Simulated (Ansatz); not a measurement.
**Cl3HSZr: small, medium and large basis sets**

One table from this session's results is given with a row withheld; the runs are named, their logs left out.

Computed with Ansatz 0.2.0, Gaussian basis. Level: one geometry, several basis sets.

Plan: PBE0-D4/def2-SVP; ωB97M-V/def2-SVP; PBE0-D4/def2-QZVPP; ωB97M-V/def2-QZVPP; the functionals' def2-TZVPP values are taken from earlier runs.

### The relaxed structure

All runs share one geometry, relaxed beforehand with PBE0-D4 in a triple-zeta def2 set. Zr takes the def2 core potential; no spin-orbit term is included.

SMILES `[SH][Zr]([Cl])([Cl])[Cl]`, 6 atoms, charge 0, spin multiplicity 1.

Atoms are counted from 1 here; the program's logs count them from 0.

Bond lengths: S1–Zr2 2.411 Å, S1–H6 1.350 Å, Zr2–Cl3 2.316 Å, Zr2–Cl4 2.324 Å, Zr2–Cl5 2.324 Å. Angles: Zr2–S1–H6 90.0°, S1–Zr2–Cl3 106.0°, S1–Zr2–Cl4 108.9°, S1–Zr2–Cl5 108.9°, Cl3–Zr2–Cl4 112.3°, Cl3–Zr2–Cl5 112.3°, Cl4–Zr2–Cl5 108.4°.

The first run:

Input file in.yaml:

```yaml
crystal:
  periodic: [false, false, false]
  atoms:
    - {symbol: S, position_ang: [-1.764391, 0.868435, -0.029216]}
    - {symbol: Zr, position_ang: [0.503282, 0.052351, 0.049147]}
    - {symbol: Cl, position_ang: [1.829849, 1.899002, 0.490404]}
    - {symbol: Cl, position_ang: [0.662287, -1.565890, 1.709051]}
    - {symbol: Cl, position_ang: [1.018386, -0.934901, -1.990322]}
    - {symbol: H, position_ang: [-2.207313, -0.382897, -0.275163]}
basis:
  gaussian: {orbitals: def2-SVP}
hamiltonian: {xc: pbe0, dispersion: d4}
output: {orbitals: {seedname: orbitals}}
```

Command:

```sh
$ ansatz run in.yaml --threads 4 --pin off --events-out ev --progress --plain --max-ram 10444MiB
```

Steps of the session up to this table: PBE0-D4 in def2-SVP; ωB97M-V in def2-SVP; PBE0-D4 in def2-QZVPP; ωB97M-V in def2-QZVPP.

One of the session's tables, all rows but one given; the rest of the session is left out.

It belongs to the step «Density functionals: the series». 

| functional | basis | HOMO (eV) | LUMO (eV) |
| --- | --- | --- | --- |
| PBE0-D4 | def2-SVP | -8.29 | -2.72 |
| PBE0-D4 | def2-TZVPP | -8.29 | -2.74 |
| PBE0-D4 | def2-QZVPP | -8.29 | -2.74 |
| ωB97M-V | def2-SVP | -10.36 | -0.58 |
| ωB97M-V | def2-TZVPP | ? | ? |
| ωB97M-V | def2-QZVPP | -10.43 | -0.67 |

**Question.** Estimate the row for ωB97M-V, def2-TZVPP.

The run gave: HOMO (eV): -10.41; LUMO (eV): -0.65. In the column «HOMO (eV)» it lies between ωB97M-V, def2-QZVPP (-10.43) and ωB97M-V, def2-SVP (-10.36).
